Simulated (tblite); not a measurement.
# C7H11NSi: the cost of one run

Computed with tblite 0.8.0 and PySCF 2.14.0, with density-fitted response routines of our own, on a single molecule in the gas phase. Atoms are numbered from 0 throughout.

**1. Starting geometry**

20 atoms, charge 0, multiplicity 1; geometry from: force field or distance geometry start.

Bonds of the start (Å): C0–C1 1.38, C1–C2 1.37, C2–N3 1.34, N3–C4 1.46, C4–C5 1.49, C5–Si6 1.85, Si6–C7 1.87, N3–C8 1.34, C8–C0 1.38, C7–C4 1.52, C0–H9 1.08, C1–H10 1.10, C2–H11 1.09, C4–H12 1.11, C5–H13 1.11, C5–H14 1.12, Si6–H15 1.47, Si6–H16 1.46, C7–H17 1.12, C7–H18 1.10, C8–H19 1.08.

**2. Optimising the geometry with GFN2-xTB**

What the job is given:

```
{"job": {"kind": "relax", "xc": "GFN2-xTB", "basis": "xTB"}, "charge": 0, "multiplicity": 1}
C      2.573700     0.594700     0.235800
C      2.437700    -0.666400     0.771200
C      1.219400    -1.142400     0.375800
N      0.621000    -0.208100    -0.379900
C     -0.694100    -0.283100    -1.007000
C     -1.765900    -0.980100    -0.238400
Si    -1.628000     0.347200     1.042900
C     -1.406000     1.021800    -0.689800
C      1.422300     0.860400    -0.478500
H      3.407500     1.275700     0.350400
H      3.176600    -1.180100     1.400300
H      0.812700    -2.114800     0.637700
H     -0.655100    -0.525100    -2.085500
H     -1.565100    -2.012900     0.100500
H     -2.749300    -0.870000    -0.768500
H     -0.412600     0.342600     1.865800
H     -2.868300     0.720800     1.721200
H     -2.408700     1.107000    -1.173300
H     -0.778100     1.930100    -0.680200
H      1.255200     1.793500    -1.003600
```

On the command line:

```
OMP_NUM_THREADS=1 python probes_run.py task.json out
```

One launch serves the whole session: the jobs run in the order shown.

**Question.** How long does this first job take on 1 thread of Arm Neoverse N1, shared host, and how much memory does it need?

About 2.5 s, with a peak of 0.18 GiB.
